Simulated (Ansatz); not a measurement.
# BGeH6N: basis-set convergence

How large a basis does BGeH6N need? Two functionals are run in growing sets.

Program: Ansatz 0.2.0, Gaussian basis. Level of theory: one geometry, several basis sets. These are calculated values, not measurements.

Plan: PBE0-D4/def2-SVP; ωB97M-V/def2-SVP; PBE0-D4/def2-QZVPP; ωB97M-V/def2-QZVPP; the functionals' def2-TZVPP values are taken from earlier runs.

### 1 The geometry

An earlier PBE0-D4 in a triple-zeta def2 set relaxation fixed the geometry.

SMILES `B[NH][GeH3]`, 9 atoms, charge 0, spin multiplicity 1.

Atoms are counted from 1 here; the program's logs count them from 0.

Bond lengths: B1–N2 1.392 Å, B1–H4 1.199 Å, B1–H5 1.199 Å, N2–Ge3 1.854 Å, N2–H6 1.010 Å, Ge3–H7 1.538 Å, Ge3–H8 1.530 Å, Ge3–H9 1.538 Å. Angles: N2–B1–H4 119.2°, N2–B1–H5 119.6°, H4–B1–H5 121.2°, B1–N2–Ge3 126.2°, B1–N2–H6 117.9°, Ge3–N2–H6 115.9°, N2–Ge3–H7 109.1°, N2–Ge3–H8 106.5°, N2–Ge3–H9 109.1°, H7–Ge3–H8 111.5°, H7–Ge3–H9 109.1°, H8–Ge3–H9 111.5°.

### 2 PBE0-D4 in def2-SVP

Input file in.yaml:

```yaml
crystal:
  periodic: [false, false, false]
  atoms:
    - {symbol: B, position_ang: [-0.873971, 0.629501, -1.162882]}
    - {symbol: N, position_ang: [-0.023269, 0.687116, -0.062719]}
    - {symbol: Ge, position_ang: [0.665233, -0.761366, 0.866593]}
    - {symbol: H, position_ang: [-1.217902, -0.440733, -1.580991]}
    - {symbol: H, position_ang: [-1.249076, 1.646977, -1.674772]}
    - {symbol: H, position_ang: [0.253898, 1.598358, 0.272535]}
    - {symbol: H, position_ang: [2.201550, -0.714807, 0.804862]}
    - {symbol: H, position_ang: [0.114881, -2.015244, 0.184571]}
    - {symbol: H, position_ang: [0.217255, -0.676002, 2.335705]}
basis:
  gaussian: {orbitals: def2-SVP}
hamiltonian: {xc: pbe0, dispersion: d4}
output: {orbitals: {seedname: orbitals}}
```

The runs that follow: ωB97M-V in def2-SVP; PBE0-D4 in def2-QZVPP; ωB97M-V in def2-QZVPP.

Before running them: what should the planned runs give, taken together? Wanted: PBE0-D4: double and triple zeta above quadruple; ωB97M-V: double and triple zeta above quadruple.

As calculated:

```
                                       quantity           value
PBE0-D4: double and triple zeta above quadruple  11.06, 1.37 eV
ωB97M-V: double and triple zeta above quadruple  11.16, 1.33 eV
```

PBE0-D4 gains 9.69 eV from double to triple zeta, then 1.37 eV more. Total energies overstate the basis error of differences, where much of it tends to cancel. The LUMO of ωB97M-V is positive and keeps falling with the basis (2.42 to 1.46 eV): an unbound level that the basis holds in place.
